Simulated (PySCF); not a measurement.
# GaHCl2O (SMILES [OH][Ga]([Cl])[Cl]): wB97X/def2-SVP

What is the energy change on altering one bond length of GaHCl2O at wB97X/def2-SVP? Input form: a Python script.

Program for the calculation: PySCF 2.14.0.

1 further run of the same task is left out (set aside as unsound or not needed).

**1. The system as given**

GaHCl2O: 5 atoms, total charge 0, spin state singlet. As SMILES, `[OH][Ga]([Cl])[Cl]`. The coordinates come from a PBE0-D4/def2-TZVP relaxation.

Bond lengths: O1–Ga2 1.765 Å, Ga2–Cl3 2.109 Å, Ga2–Cl4 2.123 Å, O1–H5 0.961 Å. Angles: O1–Ga2–Cl3 118.8°, O1–Ga2–Cl4 120.6°, Cl3–Ga2–Cl4 120.6°, Ga2–O1–H5 112.9°.

**2. A single-point energy at wB97X/def2-SVP**

input.py reads:

```python
from pyscf import gto, dft

molecule = gto.Mole()
molecule.atom = '''
O      0.254500     1.354600     0.245900
Ga     0.118500    -0.394500     0.056800
Cl     1.500000    -1.634900     1.057700
Cl    -1.407900    -1.236300    -1.155800
H     -0.415200     1.837400    -0.246000
'''
molecule.verbose = 3
molecule.basis = 'def2-svp'
molecule.max_memory = 1860
molecule.build()

myscf = dft.RKS(molecule)
myscf.xc = 'wb97x'
myscf.conv_tol = 1e-10
myscf.grids.level = 5
myscf.kernel()
if not myscf.converged:
    myscf = myscf.newton().run(myscf.mo_coeff, myscf.mo_occ)

e_final = myscf.e_tot
print('Final energy', e_final)
```

Run with:

```
OMP_NUM_THREADS=1 python input.py
```

Output:

```text
converged SCF energy = -2920.65242462083
Final energy -2920.652424620825
```

Wall time 24 s (1 thread of Intel Xeon at 2.70GHz, shared host); peak memory 0.46 GiB.

**3. The distorted shape at the same level**

input.py reads:

```python
from pyscf import gto, dft

mol = gto.M(
    atom='''
O    0.589329   1.113215   0.491835
Ga   0.453329  -0.635885   0.302735
Cl   1.834829  -1.876285   1.303635
Cl  -1.073071  -1.477685  -0.909865
H   -0.415200   1.837400  -0.246000
''',
    basis='def2-svp',
    verbose=3,
    max_memory=1860,
)

ks = dft.RKS(mol)
ks.xc = 'wb97x'
ks.grids.level = 5
ks.conv_tol = 1e-10
ks.kernel()
if not ks.converged:
    ks = ks.newton().run(ks.mo_coeff, ks.mo_occ)

energy = ks.e_tot
print('E = %.10f Eh' % energy)
```

Run with:

```
OMP_NUM_THREADS=1 python input.py
```

Output:

```text
converged SCF energy = -2920.56198358589
E = -2920.5619835859 Eh
```

It took 26 s on 1 thread of Intel Xeon at 2.70GHz, shared host; peak memory 0.46 GiB.

**4. Results**

Level: wB97X/def2-SVP.

| quantity | value |
| --- | --- |
| first shape: total energy | -2920.65242 Eh |
| first shape: dipole moment | 1.62 D |
| first shape: HOMO energy | -11.66 eV |
| first shape: LUMO energy | 0.74 eV |
| first shape: HOMO–LUMO gap | 12.40 eV |
| distorted shape: total energy | -2920.56198 Eh |
| distorted shape: dipole moment | 2.07 D |
| distorted shape: HOMO energy | -11.54 eV |
| distorted shape: LUMO energy | -0.21 eV |
| distorted shape: HOMO–LUMO gap | 11.33 eV |
| energy change with the O1–H5 bond stretched from 0.961 to 1.442 Å | 2.461 eV |

**Reading.** With the O1–H5 bond stretched from 0.961 to 1.442 Å the energy rises by 2.46 eV (57 kcal/mol). The first shape isn't relaxed at this level, so the change isn't measured from a minimum. Mulliken charges (first shape) run from -0.41 on O1 to +0.65 on Ga2; they depend strongly on the basis. Mulliken charges (distorted shape) run from -0.50 on O1 to +0.67 on Ga2.
